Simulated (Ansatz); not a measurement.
# CH₆SeSi₂: a ladder of functionals and wavefunction methods

One table from this session's results is given with a row withheld; the runs are named, their logs left out.

Computed with Ansatz 0.2.0, Gaussian basis. Level: functionals in def2-TZVPP, the program's frozen cores in correlated methods.

The runs, in order: PBE-D4, r2SCAN-D4, PBE0-D4, B3LYP-D4, ωB97X-V, ωB97M-V, B2PLYP; CCSD(T)/def2-TZVPP; MP2/def2-QZVPP; extrapolation to the limit.

### The geometry

An earlier PBE0-D4 in a triple-zeta def2 set relaxation fixed the geometry.

SMILES `C1[SiH2][SiH2][Se]1`, 10 atoms, charge 0, spin multiplicity 1.

Atoms are counted from 1 here; the program's logs count them from 0.

Bond lengths: C1–Si2 1.893 Å, C1–Se4 1.986 Å, C1–H5 1.090 Å, C1–H6 1.089 Å, Si2–Si3 2.324 Å, Si2–H7 1.491 Å, Si2–H8 1.487 Å, Si3–Se4 2.304 Å, Si3–H9 1.489 Å, Si3–H10 1.486 Å. Angles: Si2–C1–Se4 99.6°, Si2–C1–H5 115.3°, Si2–C1–H6 114.0°, Se4–C1–H5 109.1°, Se4–C1–H6 108.8°, H5–C1–H6 109.3°, C1–Si2–Si3 88.2°, C1–Si2–H7 115.6°, C1–Si2–H8 109.9°, Si3–Si2–H7 122.6°, Si3–Si2–H8 110.4°, H7–Si2–H8 108.5°, Si2–Si3–Se4 79.7°, Si2–Si3–H9 118.8°, Si2–Si3–H10 120.6°, Se4–Si3–H9 113.6°, Se4–Si3–H10 113.6°, H9–Si3–H10 108.0° and more.

The first run:

in.yaml

```yaml
crystal:
  periodic: [false, false, false]
  atoms:
    - {symbol: C, position_ang: [-1.313309, 0.568947, -0.115728]}
    - {symbol: Si, position_ang: [0.474683, 0.637126, -0.733845]}
    - {symbol: Si, position_ang: [0.948763, -1.159453, 0.661974]}
    - {symbol: Se, position_ang: [-1.042360, -0.442367, 1.572450]}
    - {symbol: H, position_ang: [-1.763843, 1.534194, 0.114427]}
    - {symbol: H, position_ang: [-1.984079, 0.002792, -0.760900]}
    - {symbol: H, position_ang: [0.646932, 0.573153, -2.213357]}
    - {symbol: H, position_ang: [1.137066, 1.871248, -0.233324]}
    - {symbol: H, position_ang: [0.886629, -2.537573, 0.102236]}
    - {symbol: H, position_ang: [2.092718, -1.099266, 1.608967]}
basis:
  gaussian: {orbitals: def2-TZVPP}
hamiltonian: {xc: pbe, dispersion: d4}
output: {forces: true, orbitals: {seedname: orbitals}}
```

The run is started by

```
$ ansatz run in.yaml --threads 4 --pin off --events-out ev --progress --plain --max-ram 10444MiB
```

Among the steps run: PBE-D4 (GGA); r2SCAN-D4 (meta-GGA); PBE0-D4 (hybrid); B3LYP-D4 (hybrid); ωB97X-V (range-separated); ωB97M-V (range-separated); B2PLYP (double hybrid); CCSD(T) in def2-TZVPP; MP2 in def2-QZVPP.

One table of the session follows, with a row left open; its other results are not shown here.

It belongs to the step «Atomisation energies». 

| method | atomisation energy (eV) |
| --- | --- |
| PBE-D4 | 33.353 |
| r2SCAN-D4 | 33.267 |
| PBE0-D4 | 33.124 |
| B3LYP-D4 | 33.028 |
| ωB97X-V | 33.440 |
| ωB97M-V | 33.118 |
| B2PLYP | 32.582 |
| HF/def2-TZVPP | 24.379 |
| MP2/def2-TZVPP | 32.429 |
| CCSD/def2-TZVPP | 31.835 |
| CCSD(T)/def2-TZVPP | ? |
| MP2/CBS | 33.382 |
| CCSD(T)/CBS | 33.268 |

Estimate the missing values for CCSD(T)/def2-TZVPP.

**Answer.** atomisation energy (eV): 32.315. In the column «atomisation energy (eV)» it lies between CCSD/def2-TZVPP (31.835) and MP2/def2-TZVPP (32.429).

Limits of these values: Free atoms (1 C, 2 Si, 1 Se, 6 H) were run apart at each level; the atomisation energy is their sum less the molecule, without zero-point or spin-orbit terms.
